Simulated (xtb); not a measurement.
**CH6BNSi (SMILES B[SiH]1CN1): GFN2-xTB (ALPB acetone, surface grid extreme)**

Wanted: a geometry optimisation of CH6BNSi. 

The calculation is run with xtb 6.7.1.

1 further run of the same task is left out (set aside as unsound or not needed).

### 1 The system as given

CH6BNSi: 10 atoms, total charge 0, spin state singlet. As SMILES, `B[SiH]1CN1`. The shape was relaxed beforehand at GFN2-xTB. The run starts from this shape.

Bond lengths: B1–Si2 1.908 Å, Si2–C3 1.897 Å, Si2–N4 1.765 Å, C3–N4 1.452 Å, B1–H5 1.171 Å, B1–H6 1.169 Å, Si2–H7 1.474 Å, C3–H8 1.082 Å, C3–H9 1.082 Å, N4–H10 1.010 Å. Some angles: B1–Si2–C3 122.2°, B1–Si2–N4 116.2°, C3–Si2–N4 46.5°, Si2–C3–N4 61.9°, Si2–N4–C3 71.5°, B1–Si2–H7 126.8°, C3–Si2–H7 106.3°, N4–Si2–H7 112.5°, Si2–B1–H5 119.9°, Si2–B1–H6 122.6°.

### 2 A structure relaxation at GFN2-xTB (ALPB acetone, surface grid extreme)

Input file xtb.inp:

```
$gbsa
   gbsagrid=extreme
$end
```

Input file coord:

```
$coord
     -2.925541705317      1.861474719063     -1.545134565800  b
      0.453723242523      0.953782569621     -0.674575534708  si
      1.200883157677     -1.209179055364      2.085142703173  c
      1.081244596727     -2.312646831317     -0.423619905357  n
     -3.343379048733      3.856382999785     -2.407341007422  h
     -4.647138896635      0.527517047689     -1.178168649659  h
      2.757545052838      2.446874077949     -1.146043305541  h
      3.023618491185     -1.125615366133      3.008198326008  h
     -0.291546946507     -1.864951815132      3.318377972104  h
      2.690573158981     -3.133619448899     -1.036836032798  h
$end
```

On the command line:

```sh
xtb coord -I xtb.inp --alpb acetone -o --gfn2 -P 1 > xtb.out 2> xtb.err
```

Q: Predict the results. Wanted: total energy at the end; dipole moment; HOMO energy; LUMO energy; HOMO–LUMO gap; dispersion energy; solvent term in the energy; mean polarisability.

**Answer.** As computed:

At GFN2-xTB (ALPB acetone, surface grid extreme):

```
                      quantity          value
       total energy at the end   -11.02441 Eh
                 dipole moment         1.16 D
                   HOMO energy       -9.42 eV
                   LUMO energy       -7.79 eV
                 HOMO–LUMO gap        1.63 eV
             dispersion energy  -13.14 kJ/mol
    solvent term in the energy   -19.1 kJ/mol
mean polarisability (D4 model)     59.8 bohr³
```

**Reading.** At the final geometry: Bond lengths: B1–Si2 1.909 Å, Si2–C3 1.897 Å, Si2–N4 1.767 Å, C3–N4 1.454 Å, B1–H5 1.173 Å, B1–H6 1.170 Å, Si2–H7 1.477 Å, C3–H8 1.083 Å, C3–H9 1.082 Å, N4–H10 1.010 Å. Some angles: B1–Si2–C3 123.2°, B1–Si2–N4 116.9°, C3–Si2–N4 46.6°, Si2–C3–N4 62.0°, Si2–N4–C3 71.4°, B1–Si2–H7 126.0°, C3–Si2–H7 106.2°, N4–Si2–H7 112.3°, Si2–B1–H5 119.7°, Si2–B1–H6 122.8°. The optimisation took 6 steps and changed the energy by -0.001 eV. Mulliken charges run from -0.37 on N4 to +0.42 on Si2.
